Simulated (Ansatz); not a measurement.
# AlH₅NOSi radical: how energies converge with the basis set

Aim: see how fast density functionals converge with the basis set for AlH₅NOSi radical.

The runs use Ansatz 0.2.0, Gaussian basis; one geometry, several basis sets.

Levels to be run: PBE0-D4/def2-SVP; ωB97M-V/def2-SVP; PBE0-D4/def2-QZVPP; ωB97M-V/def2-QZVPP; the functionals' def2-TZVPP values are taken from earlier runs.

## 1. The relaxed structure

All runs share one geometry, relaxed beforehand with PBE0-D4 in a triple-zeta def2 set.

SMILES `[NH2][Al][O][SiH3]`, 9 atoms, charge 0, spin multiplicity 2.

Atoms are counted from 1 here; the program's logs count them from 0.

Bond lengths: N1–Al2 1.768 Å, N1–H5 1.006 Å, N1–H6 1.009 Å, Al2–O3 1.692 Å, O3–Si4 1.623 Å, Si4–H7 1.488 Å, Si4–H8 1.489 Å, Si4–H9 1.488 Å. Angles: Al2–N1–H5 124.7°, Al2–N1–H6 124.4°, H5–N1–H6 110.9°, N1–Al2–O3 117.7°, Al2–O3–Si4 163.3°, O3–Si4–H7 110.1°, O3–Si4–H8 111.0°, O3–Si4–H9 110.1°, H7–Si4–H8 108.5°, H7–Si4–H9 108.7°, H8–Si4–H9 108.5°.

## 2. PBE0-D4 in def2-SVP

File in.yaml:

```yaml
crystal:
  periodic: [false, false, false]
  atoms:
    - {symbol: N, position_ang: [-0.933809, 1.665423, -1.719999]}
    - {symbol: Al, position_ang: [0.465829, 0.682573, -1.270779]}
    - {symbol: O, position_ang: [0.347166, -0.259428, 0.129920]}
    - {symbol: Si, position_ang: [0.671326, -1.280636, 1.349280]}
    - {symbol: H, position_ang: [-0.979206, 2.263054, -2.528557]}
    - {symbol: H, position_ang: [-1.795828, 1.701063, -1.197311]}
    - {symbol: H, position_ang: [0.560400, -0.571494, 2.652304]}
    - {symbol: H, position_ang: [2.047806, -1.835388, 1.229241]}
    - {symbol: H, position_ang: [-0.295183, -2.411467, 1.338901]}
basis:
  gaussian: {orbitals: def2-SVP}
magnetization: {spin_polarized: true, initial_magnetization: 1}
hamiltonian: {xc: pbe0, dispersion: d4}
output: {orbitals: {seedname: orbitals}}
```

Run with:

```
ansatz run in.yaml --threads 4 --pin off --events-out ev --progress --plain --max-ram 10444MiB
```

The log of the run:

```text
Functional definition: PBE0
  name "PBE0"
  cite "Adamo & Barone, J. Chem. Phys. 110, 6158 (1999) doi:10.1063/1.478522"
  cite "Perdew, Burke & Ernzerhof, Phys. Rev. Lett. 77, 3865 (1996) doi:10.1103/PhysRevLett.77.3865"
  parent pbe
  parameter a = 0.25
  parameter kappa = 0.804
  parameter beta = 0.06672455060314922
  exchange = (1 - a)*pbe_x(kappa = kappa, mu = beta*pi^2/3) + a*exact_x
  correlation = pbe_c(beta = beta)
851 factors; integrals over basis functions are off by at most 1.1e-3 eV
mean field evaluation 1: about -18066.5811 eV, gradient 5.2e1 eV
mean field evaluation 2: about -18039.0669 eV, gradient 9.1e1 eV
mean field evaluation 4: about -18077.2015 eV, gradient 3.7e0 eV
mean field evaluation 8: about -18077.3548 eV, gradient 1.2e-1 eV
mean field evaluation 16: about -18077.3550 eV, gradient 2.7e-4 eV
mean field -18077.35499492 eV, -664.3305427919 hartree, gradient 7.5e-5 eV, S^2 0.751950; 0 other end points of the search recorded, 0 dependent functions left out
reference -18077.35502843 eV, -664.3305440233 hartree; 24, 23 occupied and 65, 66 virtual orbitals, 851 factors
Total energy: -18077.50537850 eV, -664.3360692865 hartree
```

It took 1.1 s on 4 threads of Arm Neoverse V2, shared host.

## 3. ωB97M-V in def2-SVP

in.yaml: that of step 2 with these lines changed.

```diff
@@ -15,3 +15,3 @@
 magnetization: {spin_polarized: true, initial_magnetization: 1}
-hamiltonian: {xc: pbe0, dispersion: d4}
+hamiltonian: {xc: {name: wB97M-V}}
 output: {orbitals: {seedname: orbitals}}
```

Launched as before.

The log of the run, cut to the lines that bear on the results:

```text
Functional definition: wB97M-V
  name "wB97M-V"
  cite "Mardirossian & Head-Gordon, J. Chem. Phys. 144, 214110 (2016) doi:10.1063/1.4952647"
  cite "Becke, J. Chem. Phys. 107, 8554 (1997) doi:10.1063/1.475007"
  cite "Vydrov & Van Voorhis, J. Chem. Phys. 133, 244103 (2010) doi:10.1063/1.3521275"
  # Of w^i u^j: cxij and so on, Table III.
[...]
  gx(w, u) = 1 - cx + cx01*u + cx10*w
  gss(w, u) = css00 + css04*u^4 + css10*w + css20*w^2 + css43*w^4*u^3
  gos(w, u) = cos00 + cos10*w + (cos20 + cos21*u)*w^2 + (cos60 + cos61*u)*w^6
[...]
      + integral(e_c_pw_mod_opposite_spin*gos(b97_w_opposite, b97_u_opposite)) + vv10(b, c)
851 factors; integrals over basis functions are off by at most 1.1e-3 eV
289 factors; integrals over basis functions are off by at most 9.0e-6 eV
[...]
mean field -18085.29559365 eV, -664.6223544129 hartree, gradient 2.6e-5 eV, S^2 0.750813; 0 other end points of the search recorded, 0 dependent functions left out
reference -18085.29564179 eV, -664.6223561823 hartree; 24, 23 occupied and 65, 66 virtual orbitals, 851 factors
Total energy: -18085.29564179 eV, -664.6223561823 hartree
```

It took 4.8 s on 4 threads of Arm Neoverse V2, shared host.

## 4. PBE0-D4 in def2-QZVPP

in.yaml: that of step 3 with these lines changed.

```diff
@@ -13,5 +13,5 @@
 basis:
-  gaussian: {orbitals: def2-SVP}
+  gaussian: {orbitals: "def2-QZVPP.json"}
 magnetization: {spin_polarized: true, initial_magnetization: 1}
-hamiltonian: {xc: {name: wB97M-V}}
+hamiltonian: {xc: pbe0, dispersion: d4}
 output: {orbitals: {seedname: orbitals}}
```

Launched as before.

The log of the run:

```text
Functional definition: PBE0
  name "PBE0"
  cite "Adamo & Barone, J. Chem. Phys. 110, 6158 (1999) doi:10.1063/1.478522"
  cite "Perdew, Burke & Ernzerhof, Phys. Rev. Lett. 77, 3865 (1996) doi:10.1103/PhysRevLett.77.3865"
  parent pbe
  parameter a = 0.25
  parameter kappa = 0.804
  parameter beta = 0.06672455060314922
  exchange = (1 - a)*pbe_x(kappa = kappa, mu = beta*pi^2/3) + a*exact_x
  correlation = pbe_c(beta = beta)
1453 factors; their error is unknown
mean field evaluation 1: about -18073.7390 eV, gradient 6.3e1 eV
mean field evaluation 2: about -18031.7330 eV, gradient 1.1e2 eV
mean field evaluation 4: about -18087.6147 eV, gradient 7.7e0 eV
mean field evaluation 8: about -18087.8317 eV, gradient 2.6e-1 eV
mean field evaluation 16: about -18087.8442 eV, gradient 3.4e-4 eV
mean field -18087.84421817 eV, -664.7160146367 hartree, gradient 1.5e-5 eV, S^2 0.751875; 0 other end points of the search recorded, 0 dependent functions left out
reference -18087.84426319 eV, -664.7160162909 hartree; 24, 23 occupied and 380, 381 virtual orbitals, 1453 factors
Total energy: -18087.99461326 eV, -664.7215415541 hartree
```

Wall time 9.5 s (4 threads of Arm Neoverse V2, shared host); peak memory 1.6 GiB.

## 5. ωB97M-V in def2-QZVPP

in.yaml: that of step 4 with these lines changed.

```diff
@@ -15,3 +15,3 @@
 magnetization: {spin_polarized: true, initial_magnetization: 1}
-hamiltonian: {xc: pbe0, dispersion: d4}
+hamiltonian: {xc: {name: wB97M-V}}
 output: {orbitals: {seedname: orbitals}}
```

Launched as before.

The log of the run, cut to the lines that bear on the results:

```text
Functional definition: wB97M-V
  name "wB97M-V"
  cite "Mardirossian & Head-Gordon, J. Chem. Phys. 144, 214110 (2016) doi:10.1063/1.4952647"
  cite "Becke, J. Chem. Phys. 107, 8554 (1997) doi:10.1063/1.475007"
  cite "Vydrov & Van Voorhis, J. Chem. Phys. 133, 244103 (2010) doi:10.1063/1.3521275"
  # Of w^i u^j: cxij and so on, Table III.
[...]
  gx(w, u) = 1 - cx + cx01*u + cx10*w
  gss(w, u) = css00 + css04*u^4 + css10*w + css20*w^2 + css43*w^4*u^3
  gos(w, u) = cos00 + cos10*w + (cos20 + cos21*u)*w^2 + (cos60 + cos61*u)*w^6
[...]
      + integral(e_c_pw_mod_opposite_spin*gos(b97_w_opposite, b97_u_opposite)) + vv10(b, c)
1390 factors; their error is unknown
364 factors; integrals over basis functions are off by at most 1.2e-5 eV
[...]
mean field -18095.86512024 eV, -665.0107773508 hartree, gradient 3.8e-5 eV, S^2 0.750901; 0 other end points of the search recorded, 0 dependent functions left out
reference -18095.86518960 eV, -665.0107798997 hartree; 24, 23 occupied and 380, 381 virtual orbitals, 1390 factors
Total energy: -18095.86518960 eV, -665.0107798997 hartree
```

Wall time 21 s (4 threads of Arm Neoverse V2, shared host); peak memory 2.1 GiB.

## 6. Functionals by basis

The def2-TZVPP values come from earlier runs at the same geometry.

```csv
functional,basis,functions,energy (eV),from the largest (eV),HOMO (eV),LUMO (eV)
PBE0-D4,def2-SVP,89,-18077.5054,10.489,-5.76,-2.25
PBE0-D4,def2-TZVPP,216,-18087.2724,0.722,-5.88,-2.32
PBE0-D4,def2-QZVPP,404,-18087.9946,0.000,-5.91,-2.36
ωB97M-V,def2-SVP,89,-18085.2956,10.570,-7.40,-0.89
ωB97M-V,def2-TZVPP,216,-18095.1756,0.690,-7.53,-0.89
ωB97M-V,def2-QZVPP,404,-18095.8652,0.000,-7.60,-0.98
```

## 7. What came out

| quantity | value |
| --- | --- |
| PBE0-D4: double and triple zeta above quadruple | 10.49, 0.72 eV |
| ωB97M-V: double and triple zeta above quadruple | 10.57, 0.69 eV |

**Reading.** For PBE0-D4 the step from double to triple zeta gains 9.77 eV and the next only 0.72 eV. Total energies overstate the basis error of differences, where much of it tends to cancel.

For PBE0-D4 the largest set took about 8 times as long as the smallest (9.5 s against 1.1 s).
